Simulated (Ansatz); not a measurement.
# C₃H₉BS: a ladder of functionals and wavefunction methods

Aim: compute C₃H₉BS with functionals from several rungs and with coupled cluster. The yardstick is the atomisation energy at the CCSD(T) limit.

Program: Ansatz 0.2.0, Gaussian basis. Level of theory: functionals in def2-TZVPP, the program's frozen cores in correlated methods. These are calculated values, not measurements.

Levels to be run: LDA (SPW92), PBE-D4, revPBE-D4, BLYP-D4, r2SCAN-D4, B97M-V, PBE0-D4, B3LYP-D4, r2SCANh-D4, r2SCAN0-D4, HSE06-D4, BHLYP-D4, CAM-B3LYP-D4, LC-ωPBE, ωB97X-V, ωB97M-V, B2PLYP, PBE-QIDH; CCSD(T)/def2-SVP; CCSD(T)/def2-TZVPP; MP2/def2-QZVPP; extrapolation to the limit; RPA on PBE.

## (1) The geometry

An earlier PBE0-D4 in a triple-zeta def2 set relaxation fixed the geometry.

SMILES `CSB(C)C`, 14 atoms, charge 0, spin multiplicity 1.

Atoms are counted from 1 here; the program's logs count them from 0.

Bond lengths: C1–S2 1.807 Å, C1–H6 1.090 Å, C1–H7 1.089 Å, C1–H8 1.089 Å, S2–B3 1.786 Å, B3–C4 1.570 Å, B3–C5 1.569 Å, C4–H9 1.093 Å, C4–H10 1.098 Å, C4–H11 1.092 Å, C5–H12 1.091 Å, C5–H13 1.096 Å, C5–H14 1.097 Å. Angles: S2–C1–H6 110.9°, S2–C1–H7 107.4°, S2–C1–H8 111.0°, H6–C1–H7 108.9°, H6–C1–H8 109.7°, H7–C1–H8 109.0°, C1–S2–B3 105.9°, S2–B3–C4 122.3°, S2–B3–C5 115.8°, C4–B3–C5 121.9°, B3–C4–H9 113.5°, B3–C4–H10 109.2°, B3–C4–H11 112.4°, H9–C4–H10 105.9°, H9–C4–H11 108.4°, H10–C4–H11 107.0°, B3–C5–H12 115.2°, B3–C5–H13 109.9° and more.

## (2) LDA

This LDA is Slater exchange with PW92 correlation.

in.yaml

```yaml
crystal:
  periodic: [false, false, false]
  atoms:
    - {symbol: C, position_ang: [-1.719166, 0.141573, 1.566518]}
    - {symbol: S, position_ang: [-0.630913, 1.294991, 0.700809]}
    - {symbol: B, position_ang: [0.403955, 0.292319, -0.354359]}
    - {symbol: C, position_ang: [0.296191, -1.273120, -0.393396]}
    - {symbol: C, position_ang: [1.452421, 1.071865, -1.222689]}
    - {symbol: H, position_ang: [-2.385847, -0.363320, 0.868049]}
    - {symbol: H, position_ang: [-2.317520, 0.722973, 2.267172]}
    - {symbol: H, position_ang: [-1.142156, -0.597063, 2.121405]}
    - {symbol: H, position_ang: [-0.734268, -1.638234, -0.404664]}
    - {symbol: H, position_ang: [0.753547, -1.689009, 0.513534]}
    - {symbol: H, position_ang: [0.825687, -1.706152, -1.245124]}
    - {symbol: H, position_ang: [1.477259, 2.151173, -1.062150]}
    - {symbol: H, position_ang: [2.457128, 0.672911, -1.041160]}
    - {symbol: H, position_ang: [1.250682, 0.889692, -2.285044]}
basis:
  gaussian: {orbitals: def2-TZVPP}
hamiltonian: {xc: lda}
output: {orbitals: {seedname: orbitals}}
```

The runs that follow: PBE-D4 (GGA); revPBE-D4 (GGA); BLYP-D4 (GGA); r2SCAN-D4 (meta-GGA); B97M-V (meta-GGA); PBE0-D4 (hybrid); B3LYP-D4 (hybrid); r2SCANh-D4 (hybrid); r2SCAN0-D4 (hybrid); HSE06-D4 (hybrid); BHLYP-D4 (hybrid); CAM-B3LYP-D4 (range-separated); LC-ωPBE-D4 (range-separated); ωB97X-V (range-separated); ωB97M-V (range-separated); B2PLYP (double hybrid); PBE-QIDH (double hybrid); CCSD(T) in def2-SVP; CCSD(T) in def2-TZVPP; MP2 in def2-QZVPP; RPA on PBE orbitals.

**Question.** What will the summary of the whole plan be? Wanted: atomisation energy, CCSD(T)/CBS; farthest beyond LDA; mean size of error, GGA; mean size of error, meta-GGA; mean size of error, hybrid; mean size of error, range-separated; mean size of error, double hybrid; gap, smallest and largest; T1 diagnostic.

The runs gave:

| quantity | value |
| --- | --- |
| atomisation energy, CCSD(T)/CBS | 1278.3 kcal/mol |
| functionals within 6.4 kcal/mol (0.5 %) | revPBE-D4, BLYP-D4, B3LYP-D4, r2SCANh-D4, r2SCAN0-D4, LC-ωPBE, ωB97X-V, PBE-QIDH |
| farthest beyond LDA | PBE-D4 (+25.4 kcal/mol) |
| mean size of error, GGA | 9.6 kcal/mol |
| mean size of error, meta-GGA | 11.3 kcal/mol |
| mean size of error, hybrid | 9.6 kcal/mol |
| mean size of error, range-separated | 5.7 kcal/mol |
| mean size of error, double hybrid | 5.8 kcal/mol |
| gap, smallest and largest | 4.86 eV (LDA (SPW92)), 11.98 eV (LC-ωPBE) |
| T1 diagnostic | 0.0117 |
| triples share of the correlation energy | 4.0 % |

LDA overbinds by 169.0 kcal/mol (13 %). PBE-D4 misses by +25.4 kcal/mol. Double hybrids carry the basis error of their MP2 part in triple zeta, and no dispersion term here, so their miss is partly the set-up's. The rungs range-separated, double hybrid miss on average by less than the doubt on the reference (6.4 kcal/mol), so they tie. The reference freezes the cores and leaves out relativity and excitations past (T), so misses under about 6.4 kcal/mol can't be ranked. Hartree-Fock recovers 77 % of the binding; the rest is correlation. CCSD(T) in def2-SVP is off by -52.9 kcal/mol, which most functionals beat. Orbital gaps span 4.9 to 12.0 eV; exact exchange widens them.
